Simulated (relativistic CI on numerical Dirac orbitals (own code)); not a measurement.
# Ions of lanthanum: ground levels and radial parameters

Aim: one configuration for each member; how do the lowest level, the moment, the spin-orbit parameter and the size of the open shell change?

Method: Dirac-Coulomb-Breit CI, KLI orbitals optimised for each configuration, model QED (radiative potential, 1s self-energy scaled to tabulated hydrogen-like ionisation energies), valence Slater integrals scaled by 0.9. Code: relativistic CI on numerical Dirac orbitals (own code) version 3.

### Step 1. Starting point

```
members      : La⁸⁺ [Kr] 4d10 5s2 5p, La¹⁰⁺ [Kr] 4d10 5s, La¹²⁺ [Kr] 4d9, La¹³⁺ [Kr] 4d8, La¹⁴⁺ [Kr] 4d7, La¹⁵⁺ [Kr] 4d6
Slater scale : 0.9
```

### Step 2. La⁸⁺, [Kr] 4d10 5s2 5p

Input settings:

```ini
atom La  Z=57  charge=8  electrons=49
nucleus A=139  rms_radius_fm=4.8550
hamiltonian dirac-coulomb  breit=on  qed=on  c_scale=1
orbitals kli  potential=per-configuration
slater_scale 0.9
correlation none
mixing on
configurations
  [Kr] 4d10 5s2 5p
end
```

Started as:

```console
> python run_levels.py task.json out
```

The settings of every run stand in task.json; they run in order.

From the run's result record (rounded, not every field):

```text
{
  "status": "converged",
  "levels [i, E_cm, J2, conf, term, w_term, jj, w_jj, g, tau_s]": [
    [0, 0, 1, "5p", "2P*", 1, "5p1/2", 1, 0.6653, "-"],
    [1, 28358.49, 3, "5p", "2P*", 1, "5p3/2", 1, 1.334, 0.004838]
  ],
  "lines, the strongest and those to the lowest levels [upper, lower, type, S_au, A_per_s, branching]": [
    [1, 0, "M1", 1.325, 203.7, 0.9855]
  ],
  "n_levels_all": 2,
  "total_energy [Ha]": -8466.9757955,
  "configurations [conf, odd, states, E_av_cm, breit_Ha, qed_Ha, corr_Ha]": [
    ["5p", 1, 6, 18905.7, 6.952, 4.64, "-"]
  ],
  "radial 5p [Ha, bohr]": {"<r^-3>(5p)": 60.172, "<r^1>(5p)": 1.5646, "<r^2>(5p)": 2.7302, "<r^4>(5p)": 10.411, "zeta(5p)": 0.086005}
}
```

It took 0.091 s on 1 thread, shared host.

### Step 3. La¹⁰⁺, [Kr] 4d10 5s

Input settings:

```ini
atom La  Z=57  charge=10  electrons=47
nucleus A=139  rms_radius_fm=4.8550
hamiltonian dirac-coulomb  breit=on  qed=on  c_scale=1
orbitals kli  potential=per-configuration
slater_scale 0.9
correlation none
mixing on
configurations
  [Kr] 4d10 5s
end
```

From the record:

```text
{
  "status": "converged",
  "levels [i, E_cm, J2, conf, term, w_term, jj, w_jj, g]": [
    [0, 0, 1, "5s", "2S", 1, "5s", 1, 2.002]
  ],
  "n_levels_all": 1,
  "total_energy [Ha]": -8457.0852585,
  "configurations [conf, odd, states, E_av_cm, breit_Ha, qed_Ha, corr_Ha]": [
    ["5s", 0, 2, 0, 6.947, 4.638, "-"]
  ],
  "radial 5s [Ha, bohr]": {"<r^1>(5s)": 1.3774, "<r^2>(5s)": 2.1115, "<r^4>(5s)": 6.14}
}
```

It took 0.074 s on 1 thread, shared host.

### Step 4. La¹²⁺, [Kr] 4d9

Input settings:

```ini
atom La  Z=57  charge=12  electrons=45
nucleus A=139  rms_radius_fm=4.8550
hamiltonian dirac-coulomb  breit=on  qed=on  c_scale=1
orbitals kli  potential=per-configuration
slater_scale 0.9
correlation none
mixing on
configurations
  [Kr] 4d9
end
```

From the record:

```text
{
  "status": "converged",
  "levels [i, E_cm, J2, conf, term, w_term, jj, w_jj, g, tau_s]": [
    [0, 0, 5, "4d9", "2D", 1, "4d5/2^5", 1, 1.199, "-"],
    [1, 24829.91, 3, "4d9", "2D", 1, "4d3/2^3 4d5/2^6", 1, 0.7981, 0.004043]
  ],
  "lines, the strongest and those to the lowest levels [upper, lower, type, S_au, A_per_s, branching]": [
    [1, 0, "M1", 2.396, 247.3, 0.9999]
  ],
  "n_levels_all": 2,
  "total_energy [Ha]": -8440.8366438,
  "configurations [conf, odd, states, E_av_cm, breit_Ha, qed_Ha, corr_Ha]": [
    ["4d9", 0, 10, 9931.96, 6.942, 4.636, "-"]
  ],
  "radial 4d9 [Ha, bohr]": {"<r^-3>(4d)": 39.099, "<r^1>(4d)": 0.73403, "<r^2>(4d)": 0.61847, "<r^4>(4d)": 0.59007, "zeta(4d)": 0.04518}
}
```

Wall time 0.074 s (1 thread, shared host).

### Step 5. La¹³⁺, [Kr] 4d8

The settings differ from step 4 so:

```diff
@@ -1,2 +1,2 @@
-atom La  Z=57  charge=12  electrons=45
+atom La  Z=57  charge=13  electrons=44
 nucleus A=139  rms_radius_fm=4.8550
@@ -8,3 +8,3 @@
 configurations
-  [Kr] 4d9
+  [Kr] 4d8
 end
```

From the record:

```text
{
  "status": "converged",
  "levels [i, E_cm, J2, conf, term, w_term, jj, w_jj, g, tau_s]": [
    [0, 0, 8, "4d8", "3F", 0.96, "4d5/2^4", 0.9328, 1.239, "-"],
    [1, 16448.175, 4, "4d8", "1D", 0.4793, "4d5/2^4", 0.9195, 1.044, 173.5],
    [2, 22700.279, 6, "4d8", "3F", 1, "4d3/2^3 4d5/2^5", 1, 1.082, 0.00341],
    [3, 37326.46, 4, "4d8", "3P", 0.529, "4d3/2^3 4d5/2^5", 0.7749, 1.107, 0.005322],
    [4, 41348.216, 0, "4d8", "3P", 0.8446, "4d5/2^4", 0.786, "-", 3.138],
    [5, 47054.001, 2, "4d8", "3P", 1, "4d3/2^3 4d5/2^5", 1, 1.5, 0.005478],
    [6, 52444.069, 8, "4d8", "1G", 0.96, "4d3/2^3 4d5/2^5", 0.9328, 1.009, 0.004814],
    [7, 60172.56, 4, "4d8", "1D", 0.5195, "4d3/2^2 4d5/2^6", 0.8261, 1.012, 0.001452]
  ],
  "lines, the strongest and those to the lowest levels [upper, lower, type, S_au, A_per_s, branching]": [
    [2, 0, "M1", 6.47, 291.6, 0.9945],
    [3, 1, "M1", 2.739, 134.5, 0.7157],
    [3, 2, "M1", 3.131, 52.85, 0.2812],
    [5, 1, "M1", 0.6544, 168.7, 0.924],
    [6, 0, "M1", 0.4305, 186.1, 0.8958]
  ],
  "n_levels_all": 9,
  "total_energy [Ha]": -8429.7103332,
  "configurations [conf, odd, states, E_av_cm, breit_Ha, qed_Ha, corr_Ha]": [
    ["4d8", 0, 45, 33212.5, 6.94, 4.636, "-"]
  ],
  "radial 4d8 [Ha, bohr]": {"<r^-3>(4d)": 40.521, "<r^1>(4d)": 0.72259, "<r^2>(4d)": 0.59856, "<r^4>(4d)": 0.54829, "F2(4d,4d)": 0.63956, "F4(4d,4d)": 0.43104, "zeta(4d)": 0.046856}
}
```

It took 0.08 s on 1 thread, shared host.

### Step 6. La¹⁴⁺, [Kr] 4d7

The settings differ from step 5 so:

```diff
@@ -1,2 +1,2 @@
-atom La  Z=57  charge=13  electrons=44
+atom La  Z=57  charge=14  electrons=43
 nucleus A=139  rms_radius_fm=4.8550
@@ -8,3 +8,3 @@
 configurations
-  [Kr] 4d8
+  [Kr] 4d7
 end
```

From the record:

```text
{
  "status": "converged",
  "levels [i, E_cm, J2, conf, term, w_term, jj, w_jj, g, tau_s]": [
    [0, 0, 9, "4d7", "4F", 0.8359, "4d5/2^3", 0.8494, 1.294, "-"],
    [1, 21090.026, 7, "4d7", "4F", 0.9547, "4d3/2^3 4d5/2^4", 0.9335, 1.222, 0.003537],
    [2, 23256.023, 3, "4d7", "2P", 0.365, "4d5/2^3", 0.8666, 1.059, "-"],
    [3, 24466.385, 5, "4d7", "4F", 0.6037, "4d5/2^3", 0.569, 1.129, 0.7478],
    [4, 36410.826, 3, "4d7", "4F", 0.4863, "4d3/2^3 4d5/2^4", 0.8143, 0.9744, 0.00933],
    [5, 39573.018, 5, "4d7", "4P", 0.7784, "4d3/2^3 4d5/2^4", 0.6998, 1.477, 0.007915],
    [6, 40336.454, 9, "4d7", "2G", 0.5697, "4d3/2^3 4d5/2^4", 0.8116, 1.085, 0.002762],
    [7, 47194.115, 1, "4d7", "4P", 0.6621, "4d3/2^3 4d5/2^4", 0.9612, 1.991, 0.004744]
  ],
  "lines, the strongest and those to the lowest levels [upper, lower, type, S_au, A_per_s, branching]": [
    [1, 0, "M1", 8.94, 282.8, 1],
    [3, 1, "M1", 7.506, 1.299, 0.9714],
    [4, 2, "M1", 3.263, 50.1, 0.4674],
    [5, 1, "M1", 2.395, 68, 0.5382],
    [5, 2, "M1", 1.7, 33.2, 0.2628]
  ],
  "n_levels_all": 19,
  "total_energy [Ha]": -8417.4879084,
  "configurations [conf, odd, states, E_av_cm, breit_Ha, qed_Ha, corr_Ha]": [
    ["4d7", 0, 120, 56207.7, 6.937, 4.637, "-"]
  ],
  "radial 4d7 [Ha, bohr]": {"<r^-3>(4d)": 41.967, "<r^1>(4d)": 0.71165, "<r^2>(4d)": 0.57996, "<r^4>(4d)": 0.51111, "F2(4d,4d)": 0.64959, "F4(4d,4d)": 0.43846, "zeta(4d)": 0.048559}
}
```

Run time: 0.078 s. Hardware: 1 thread, shared host.

### Step 7. La¹⁵⁺, [Kr] 4d6

The settings differ from step 6 so:

```diff
@@ -1,2 +1,2 @@
-atom La  Z=57  charge=14  electrons=43
+atom La  Z=57  charge=15  electrons=42
 nucleus A=139  rms_radius_fm=4.8550
@@ -8,3 +8,3 @@
 configurations
-  [Kr] 4d7
+  [Kr] 4d6
 end
```

From the record:

```text
{
  "status": "converged",
  "levels [i, E_cm, J2, conf, term, w_term, jj, w_jj, g, tau_s]": [
    [0, 0, 8, "4d6", "5D", 0.7885, "4d5/2^2", 0.6015, 1.437, "-"],
    [1, 13444.934, 4, "4d6", "5D", 0.5683, "4d5/2^2", 0.6195, 1.441, 934.7],
    [2, 16111.298, 6, "4d6", "5D", 0.9061, "4d3/2^3 4d5/2^3", 0.7659, 1.466, 0.007758],
    [3, 23174.909, 2, "4d6", "5D", 0.8041, "4d3/2^3 4d5/2^3", 0.7655, 1.463, 0.01724],
    [4, 23359.242, 0, "4d6", "5D", 0.7374, "4d3/2^2 4d5/2^4", 0.43, "-", 626.4],
    [5, 34667.896, 8, "4d6", "3H", 0.2679, "4d3/2^3 4d5/2^3", 0.5949, 1.06, 0.002931],
    [6, 43932.926, 12, "4d6", "3H", 0.8225, "4d3/2^3 4d5/2^3", 0.9389, 1.136, "-"],
    [7, 43988.521, 10, "4d6", "3H", 0.5114, "4d3/2^3 4d5/2^3", 0.9767, 1.114, 0.02293]
  ],
  "lines, the strongest and those to the lowest levels [upper, lower, type, S_au, A_per_s, branching]": [
    [1, 0, "E2", 0.1087, 0.00107, 1],
    [2, 0, "M1", 7.966, 128.4, 0.9959],
    [3, 1, "M1", 7.005, 58.02, 1],
    [5, 0, "M1", 2.659, 332, 0.9729],
    [5, 2, "M1", 0.4822, 9.234, 0.02706]
  ],
  "n_levels_all": 34,
  "total_energy [Ha]": -8404.11763,
  "configurations [conf, odd, states, E_av_cm, breit_Ha, qed_Ha, corr_Ha]": [
    ["4d6", 0, 210, 73352.5, 6.934, 4.638, "-"]
  ],
  "radial 4d6 [Ha, bohr]": {"<r^-3>(4d)": 43.436, "<r^1>(4d)": 0.70118, "<r^2>(4d)": 0.56251, "<r^4>(4d)": 0.47779, "F2(4d,4d)": 0.65938, "F4(4d,4d)": 0.44567, "zeta(4d)": 0.050289}
}
```

Run time: 0.082 s. Hardware: 1 thread, shared host.

### Step 8. All members side by side

| ion | open shell | lowest level | LS (%) | g | moment (μB) | ζ (cm⁻¹) | F² (cm⁻¹) | <r> (bohr) |
| --- | --- | --- | --- | --- | --- | --- | --- | --- |
| La⁸⁺ | 5p | 2P°1/2 | 100 | 0.665 | 0.58 | 18880 | - | 1.56 |
| La¹⁰⁺ | 5s | 2S1/2 | 100 | 2.002 | 1.73 | - | - | 1.38 |
| La¹²⁺ | 4d | 2D5/2 | 100 | 1.199 | 3.55 | 9916 | - | 0.734 |
| La¹³⁺ | 4d | 3F4 | 96 | 1.239 | 5.54 | 10280 | 140367 | 0.723 |
| La¹⁴⁺ | 4d | 4F9/2 | 84 | 1.294 | 6.44 | 10660 | 142570 | 0.712 |
| La¹⁵⁺ | 4d | 5D4 | 79 | 1.437 | 6.43 | 11040 | 144717 | 0.701 |

ζ, F² and <r> are unscaled and averaged over j; the moment is g√(J(J+1)) of the lowest level.

### Step 9. Results

```
           quantity                                                                     value
      lowest levels  La⁸⁺ 2P°1/2, La¹⁰⁺ 2S1/2, La¹²⁺ 2D5/2, La¹³⁺ 3F4, La¹⁴⁺ 4F9/2, La¹⁵⁺ 5D4
     largest moment                                                           6.44 μB (La¹⁴⁺)
  ζ, first and last                                                   5p 18900, 4d 11000 cm⁻¹
<r>, first and last                                                    5p 1.56, 4d 0.701 bohr
```

In words: The open shell changes along the series (5p, 5s, 4d), so ζ and <r> compare only within one shell. The largest moment belongs to La¹⁴⁺. All lowest levels keep an LS purity of 70 % or more.
